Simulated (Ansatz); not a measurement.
**As2H3 (doublet): the correlation ladder at a displaced geometry (v1), cc-pVDZ**

Aim: climb from Hartree-Fock through coupled cluster for As2H3 (doublet) at one geometry and basis, and see what each rung misses.

The runs use Ansatz 0.2.0, Gaussian basis; cc-pVDZ, core rule «outside noble gas», up to 28 orbitals frozen.

The runs, in order: UHF; CCSD(T) on ROHF; CCSD(T) on UHF; BCCD(T) on ROHF; CISD; CCSDT(Q) on ROHF; CCSDT(Q) on UHF.

22 further runs of the same task are left out: 7 that didn't finish, 15 set aside as unsound or not needed.

### Step 1. What is computed

The geometry is a PBE0/def2-TZVP stationary point (not a proven minimum) with its atoms shifted at random (size 0.040 Å). No spin-orbit coupling is included. The filled d shell of As may be among the frozen orbitals whatever the setting's name suggests; the logs give the count.

5 atoms, charge 0, spin multiplicity 2.

Atoms are counted from 1 here; the program's logs count them from 0.

Bond lengths: As1–As2 2.433 Å, As1–H3 1.499 Å, As1–H4 1.561 Å, As2–H5 1.543 Å. Angles: As2–As1–H3 93.5°, As2–As1–H4 92.3°, H3–As1–H4 93.9°, As1–As2–H5 92.7°.

### Step 2. UHF

The input, in.yaml:

```yaml
crystal:
  periodic: [false, false, false]
  atoms:
    - {symbol: As, position_ang: [0.046046, 0.036218, 1.206641]}
    - {symbol: As, position_ang: [-0.020299, -0.048498, -1.224008]}
    - {symbol: H, position_ang: [-1.247296, 0.787079, 1.306479]}
    - {symbol: H, position_ang: [-0.633484, -1.363225, 1.335709]}
    - {symbol: H, position_ang: [-0.033035, 1.488930, -1.351212]}
basis:
  gaussian: {orbitals: cc-pVDZ}
magnetization: {spin_polarized: true, initial_magnetization: 1}
hamiltonian: {xc: hf}
output: {orbitals: {seedname: orbitals}}
```

Run with:

```
$ ansatz run in.yaml --threads 1 --pin off --events-out ev --progress --plain --max-ram 2393MiB
```

After this run come: CCSD(T) on ROHF; CCSD(T) on UHF; BCCD(T) on ROHF; CISD; CCSDT(Q) on ROHF; CCSDT(Q) on UHF.

Before running them: what should the planned runs give, taken together? Wanted: UCCSDT(Q) below the RHF energy; RMP2 from UCCSDT(Q); UMP2 from UCCSDT(Q); RCCSD from UCCSDT(Q); RCCSD(T) from UCCSDT(Q); UCCSD(T) from UCCSDT(Q); RCCSDT(Q) from UCCSDT(Q); T1 diagnostic.

The runs gave:

| quantity | value |
| --- | --- |
| UCCSDT(Q) below the RHF energy | -6.9881 eV |
| RMP2 from UCCSDT(Q) | +1322.1 meV |
| UMP2 from UCCSDT(Q) | +1331.1 meV |
| RCCSD from UCCSDT(Q) | +240.2 meV |
| RCCSD(T) from UCCSDT(Q) | +44.0 meV |
| UCCSD(T) from UCCSDT(Q) | +41.7 meV |
| RCCSDT(Q) from UCCSDT(Q) | +3.0 meV |
| levels within 1 kcal/mol (43 meV) | UCCSD(T), BCCD(T), RCCSDT, UCCSDT, RCCSDT(Q) |
| T1 diagnostic | 0.018 |

**Reading.** RCCSD(T) misses by +44.0 meV, 0.6 % of the correlation energy. These misses are within one basis, not against nature; the frozen cores of restricted and unrestricted runs differ, which can shift their rows.
